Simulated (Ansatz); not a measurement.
# NaF (Fm-3m): exact exchange against the cheap answer (a further series)

The task here is to estimate one member of a computed series from the others.

Computed with Ansatz 0.2.0 (DFT at several levels, plane waves, PAW, unless a step's input says otherwise).

### The structure to begin with

It takes space group Fm-3m (No. 225, cubic). The conventional cell has a = 4.647 Å, b = 4.647 Å, c = 4.647 Å, α = 90.00°, β = 90.00°, γ = 90.00°. Around Na (site symmetry m-3m) lie 6 F at 2.32 Å. F (site symmetry m-3m) is surrounded by 6 Na at 2.32 Å.

As a file:

```cif
data_structure
_symmetry_space_group_name_H-M 'P 1'
_symmetry_Int_Tables_number 1
_cell_length_a 3.2856
_cell_length_b 3.2856
_cell_length_c 3.2856
_cell_angle_alpha 60.000
_cell_angle_beta 60.000
_cell_angle_gamma 60.000
_cell_volume 25.08
loop_
_atom_site_label
_atom_site_type_symbol
_atom_site_fract_x
_atom_site_fract_y
_atom_site_fract_z
_atom_site_occupancy
Na1 Na 0.00000 0.00000 0.00000 1
F1 F 0.50000 0.50000 0.50000 1
```

An earlier run on this cell at PBE gave 1.70 GPa at 12.541 Å³/atom (8×8×8 mesh), mesh gap 6.27 eV.

The cell stays fixed from here on.

Levels to run, all on a 6×6×6 mesh: PBE0 + D4; PBE0 form (fraction 0.15); CAM-B3LYP; HSE06. Hardware: 4 threads of Arm Neoverse V2, shared host.

An earlier series ran PBE on this mesh: volume 12.541 Å³/atom, pressure 1.70 GPa, gap on the mesh 6.27 eV.

The first run:

The input, input.yaml:

```yaml
crystal:
  lattice:
    - [0.0, 2.3233012604, 2.3233012604]
    - [2.3233012604, 0.0, 2.3233012604]
    - [2.3233012604, 2.3233012604, 0.0]
  atoms:
    - { symbol: Na, position: [0.0, 0.0, 0.0] }
    - { symbol: F, position: [0.5, 0.5, 0.5] }
basis:
  ecutwfc: 420
  ecutrho_ratio: 4
kpoints:
  mp_grid: { grid: [6, 6, 6] }
hamiltonian:
  xc: pbe0
  dispersion: d4
scf:
  occupations: { method: gaussian, width: 0.05 }
  n_extra_bands: 9
output:
  forces: true
  stress: true
  eigenvalues: true
  populations: true
  dos: { projected: true, de: 0.02 }
```

Started as:

```
$ ansatz run input.yaml --threads 4 --pin off --max-ram 8192MiB --backend cpu --events-out ev --progress --plain --runs-dir out
```

Among the steps run: PBE0 + D4; PBE0 form (fraction 0.15); CAM-B3LYP; HSE06.

One of the session's tables, all rows but one given; the rest of the session is left out.

It belongs to the step «The sweep». 

| level | gap on the mesh (eV) |
| --- | --- |
| PBE (earlier series) | 6.27 |
| PBE0 + D4 | ? |
| PBE0 form (fraction 0.15) | 8.02 |
| CAM-B3LYP | 11.62 |
| HSE06 | 8.43 |

**Question.** Estimate the row for PBE0 + D4.

The run gave: gap on the mesh (eV): 9.20. In the column «gap on the mesh (eV)» it lies between HSE06 (8.43) and CAM-B3LYP (11.62).

Against 6.27 eV at PBE, the runs with exact exchange give 8.02 (PBE0 form (fraction 0.15)) to 11.62 eV (CAM-B3LYP). Levels with a dispersion term owe part of their pull to it. Gaps are over this coarse mesh alone, and total energies of different levels can't be compared. The program warned that the SCF threshold is loose for the stress of this hybrid run.

Caveats from the session: Warnings in the runs' records: stress scf threshold loose, stress exchange threshold loose.
